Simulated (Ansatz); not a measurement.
# C2H6BFS: how energies converge with the basis set

Aim: see how fast density functionals converge with the basis set for C2H6BFS.

Program: Ansatz 0.2.0, Gaussian basis. Level of theory: one geometry, several basis sets. These are calculated values, not measurements.

The runs, in order: PBE0-D4/def2-SVP; ωB97M-V/def2-SVP; PBE0-D4/def2-QZVPP; ωB97M-V/def2-QZVPP; the functionals' def2-TZVPP values are taken from earlier runs.

### Step 1. The relaxed structure

An earlier PBE0-D4 in a triple-zeta def2 set relaxation fixed the geometry.

SMILES `CCB(F)S`, 11 atoms, charge 0, spin multiplicity 1.

Atoms are counted from 1 here; the program's logs count them from 0.

Bond lengths: C1–C2 1.529 Å, C1–H6 1.092 Å, C1–H7 1.092 Å, C1–H8 1.093 Å, C2–B3 1.563 Å, C2–H9 1.100 Å, C2–H10 1.094 Å, B3–F4 1.333 Å, B3–S5 1.805 Å, S5–H11 1.344 Å. Angles: C2–C1–H6 111.3°, C2–C1–H7 111.2°, C2–C1–H8 111.3°, H6–C1–H7 107.9°, H6–C1–H8 107.5°, H7–C1–H8 107.5°, C1–C2–B3 113.7°, C1–C2–H9 109.2°, C1–C2–H10 110.8°, B3–C2–H9 106.2°, B3–C2–H10 110.9°, H9–C2–H10 105.5°, C2–B3–F4 119.9°, C2–B3–S5 121.4°, F4–B3–S5 118.8°, B3–S5–H11 96.6°.

### Step 2. PBE0-D4 in def2-SVP

Input file in.yaml:

```yaml
crystal:
  periodic: [false, false, false]
  atoms:
    - {symbol: C, position_ang: [-0.797135, 0.462949, 1.245033]}
    - {symbol: C, position_ang: [0.396768, 0.519865, 0.291507]}
    - {symbol: B, position_ang: [0.394271, -0.612714, -0.785440]}
    - {symbol: F, position_ang: [0.106774, -1.864744, -0.430729]}
    - {symbol: S, position_ang: [0.793364, -0.269074, -2.512022]}
    - {symbol: H, position_ang: [-0.716991, 1.221599, 2.026259]}
    - {symbol: H, position_ang: [-0.868473, -0.511966, 1.731191]}
    - {symbol: H, position_ang: [-1.736720, 0.634716, 0.714209]}
    - {symbol: H, position_ang: [1.325895, 0.393972, 0.866207]}
    - {symbol: H, position_ang: [0.473491, 1.504850, -0.177462]}
    - {symbol: H, position_ang: [0.694158, -1.536550, -2.948154]}
basis:
  gaussian: {orbitals: def2-SVP}
hamiltonian: {xc: pbe0, dispersion: d4}
output: {orbitals: {seedname: orbitals}}
```

On the command line:

```console
$ ansatz run in.yaml --threads 4 --pin off --events-out ev --progress --plain --max-ram 10444MiB
```

Log:

```text
Functional definition: PBE0
  name "PBE0"
  cite "Adamo & Barone, J. Chem. Phys. 110, 6158 (1999) doi:10.1063/1.478522"
  cite "Perdew, Burke & Ernzerhof, Phys. Rev. Lett. 77, 3865 (1996) doi:10.1103/PhysRevLett.77.3865"
  parent pbe
  parameter a = 0.25
  parameter kappa = 0.804
  parameter beta = 0.06672455060314922
  exchange = (1 - a)*pbe_x(kappa = kappa, mu = beta*pi^2/3) + a*exact_x
  correlation = pbe_c(beta = beta)
1174 factors; their error is unknown
mean field evaluation 1: about -16380.0440 eV, gradient 4.9e1 eV
mean field evaluation 2: about -16378.1007 eV, gradient 5.7e1 eV
mean field evaluation 4: about -16385.6816 eV, gradient 2.1e0 eV
mean field evaluation 8: about -16385.6902 eV, gradient 2.9e-2 eV
mean field evaluation 16: about -16385.7403 eV, gradient 2.0e-5 eV
mean field -16385.74025496 eV, -602.1648477162 hartree, gradient 2.0e-5 eV, S^2 0.000000; 0 other end points of the search recorded, 0 dependent functions left out
reference -16385.74028066 eV, -602.1648486607 hartree; 24, 24 occupied and 80, 80 virtual orbitals, 1174 factors
Total energy: -16385.91505219 eV, -602.1712713957 hartree
```

Run time: 0.9 s. Hardware: 4 threads of Arm Neoverse V2, shared host.

### Step 3. ωB97M-V in def2-SVP

in.yaml: that of step 2 with these lines changed.

```diff
@@ -16,3 +16,3 @@
   gaussian: {orbitals: def2-SVP}
-hamiltonian: {xc: pbe0, dispersion: d4}
+hamiltonian: {xc: {name: wB97M-V}}
 output: {orbitals: {seedname: orbitals}}
```

Same command.

Log (excerpt; [...] marks lines left out):

```text
Functional definition: wB97M-V
  name "wB97M-V"
  cite "Mardirossian & Head-Gordon, J. Chem. Phys. 144, 214110 (2016) doi:10.1063/1.4952647"
  cite "Becke, J. Chem. Phys. 107, 8554 (1997) doi:10.1063/1.475007"
  cite "Vydrov & Van Voorhis, J. Chem. Phys. 133, 244103 (2010) doi:10.1063/1.3521275"
  # Of w^i u^j: cxij and so on, Table III.
[...]
  gx(w, u) = 1 - cx + cx01*u + cx10*w
  gss(w, u) = css00 + css04*u^4 + css10*w + css20*w^2 + css43*w^4*u^3
  gos(w, u) = cos00 + cos10*w + (cos20 + cos21*u)*w^2 + (cos60 + cos61*u)*w^6
[...]
      + integral(e_c_pw_mod_opposite_spin*gos(b97_w_opposite, b97_u_opposite)) + vv10(b, c)
1171 factors; their error is unknown
299 factors; integrals over basis functions are off by at most 1.1e-5 eV
[...]
mean field -16392.66942443 eV, -602.4194899972 hartree, gradient 1.9e-5 eV, S^2 0.000000; 0 other end points of the search recorded, 0 dependent functions left out
reference -16392.66946435 eV, -602.4194914644 hartree; 24, 24 occupied and 80, 80 virtual orbitals, 1171 factors
Total energy: -16392.66946435 eV, -602.4194914644 hartree
```

Run time: 3.7 s. Hardware: 4 threads of Arm Neoverse V2, shared host; peak memory 0.3 GiB.

### Step 4. PBE0-D4 in def2-QZVPP

in.yaml: that of step 3 with these lines changed.

```diff
@@ -15,4 +15,4 @@
 basis:
-  gaussian: {orbitals: def2-SVP}
-hamiltonian: {xc: {name: wB97M-V}}
+  gaussian: {orbitals: "def2-QZVPP.json"}
+hamiltonian: {xc: pbe0, dispersion: d4}
 output: {orbitals: {seedname: orbitals}}
```

The command is unchanged.

Log:

```text
Functional definition: PBE0
  name "PBE0"
  cite "Adamo & Barone, J. Chem. Phys. 110, 6158 (1999) doi:10.1063/1.478522"
  cite "Perdew, Burke & Ernzerhof, Phys. Rev. Lett. 77, 3865 (1996) doi:10.1103/PhysRevLett.77.3865"
  parent pbe
  parameter a = 0.25
  parameter kappa = 0.804
  parameter beta = 0.06672455060314922
  exchange = (1 - a)*pbe_x(kappa = kappa, mu = beta*pi^2/3) + a*exact_x
  correlation = pbe_c(beta = beta)
1482 factors; their error is unknown
mean field evaluation 1: about -16387.6159 eV, gradient 6.3e1 eV
mean field evaluation 2: about -16382.6615 eV, gradient 7.6e1 eV
mean field evaluation 4: about -16396.4111 eV, gradient 3.6e0 eV
mean field evaluation 8: about -16396.4327 eV, gradient 7.2e-2 eV
mean field evaluation 16: about -16396.4450 eV, gradient 7.9e-5 eV
mean field -16396.44504437 eV, -602.5582414709 hartree, gradient 7.9e-5 eV, S^2 0.000000; 0 other end points of the search recorded, 0 dependent functions left out
reference -16396.44508300 eV, -602.5582428905 hartree; 24, 24 occupied and 454, 454 virtual orbitals, 1482 factors
Total energy: -16396.61985452 eV, -602.5646656255 hartree
```

It took 7 s on 4 threads of Arm Neoverse V2, shared host; peak memory 1.6 GiB.

### Step 5. ωB97M-V in def2-QZVPP

in.yaml: that of step 4 with these lines changed.

```diff
@@ -16,3 +16,3 @@
   gaussian: {orbitals: "def2-QZVPP.json"}
-hamiltonian: {xc: pbe0, dispersion: d4}
+hamiltonian: {xc: {name: wB97M-V}}
 output: {orbitals: {seedname: orbitals}}
```

Same command.

Log (excerpt; [...] marks lines left out):

```text
Functional definition: wB97M-V
  name "wB97M-V"
  cite "Mardirossian & Head-Gordon, J. Chem. Phys. 144, 214110 (2016) doi:10.1063/1.4952647"
  cite "Becke, J. Chem. Phys. 107, 8554 (1997) doi:10.1063/1.475007"
  cite "Vydrov & Van Voorhis, J. Chem. Phys. 133, 244103 (2010) doi:10.1063/1.3521275"
  # Of w^i u^j: cxij and so on, Table III.
[...]
  gx(w, u) = 1 - cx + cx01*u + cx10*w
  gss(w, u) = css00 + css04*u^4 + css10*w + css20*w^2 + css43*w^4*u^3
  gos(w, u) = cos00 + cos10*w + (cos20 + cos21*u)*w^2 + (cos60 + cos61*u)*w^6
[...]
      + integral(e_c_pw_mod_opposite_spin*gos(b97_w_opposite, b97_u_opposite)) + vv10(b, c)
1454 factors; their error is unknown
374 factors; integrals over basis functions are off by at most 8.0e-6 eV
[...]
mean field -16403.55681290 eV, -602.8195941441 hartree, gradient 5.8e-5 eV, S^2 0.000000; 0 other end points of the search recorded, 0 dependent functions left out
reference -16403.55687401 eV, -602.8195963898 hartree; 24, 24 occupied and 454, 454 virtual orbitals, 1454 factors
Total energy: -16403.55687401 eV, -602.8195963898 hartree
```

It took 17 s on 4 threads of Arm Neoverse V2, shared host; peak memory 1.9 GiB.

### Step 6. Density functionals: the series

The def2-TZVPP values come from earlier runs at the same geometry.

```csv
functional,basis,functions,energy (eV),from the largest (eV),HOMO (eV),LUMO (eV)
PBE0-D4,def2-SVP,104,-16385.9151,10.705,-7.91,0.05
PBE0-D4,def2-TZVPP,250,-16395.9915,0.628,-8.03,-0.21
PBE0-D4,def2-QZVPP,478,-16396.6199,0.000,-8.05,-0.29
ωB97M-V,def2-SVP,104,-16392.6695,10.887,-10.07,2.15
ωB97M-V,def2-TZVPP,250,-16402.9593,0.598,-10.22,1.77
ωB97M-V,def2-QZVPP,478,-16403.5569,0.000,-10.25,1.50
```

### Step 7. Summary of results

```
                                       quantity           value
PBE0-D4: double and triple zeta above quadruple  10.70, 0.63 eV
ωB97M-V: double and triple zeta above quadruple  10.89, 0.60 eV
```

**Reading.** For PBE0-D4 the step from double to triple zeta gains 10.08 eV and the next only 0.63 eV. These are total energies; as a rule much of such shifts cancels in differences, which this series doesn't test. The LUMO of ωB97M-V is positive and keeps falling with the basis (2.15 to 1.50 eV): an unbound level that the basis holds in place.

For PBE0-D4 the largest set took about 8 times as long as the smallest (7 s against 0.9 s).
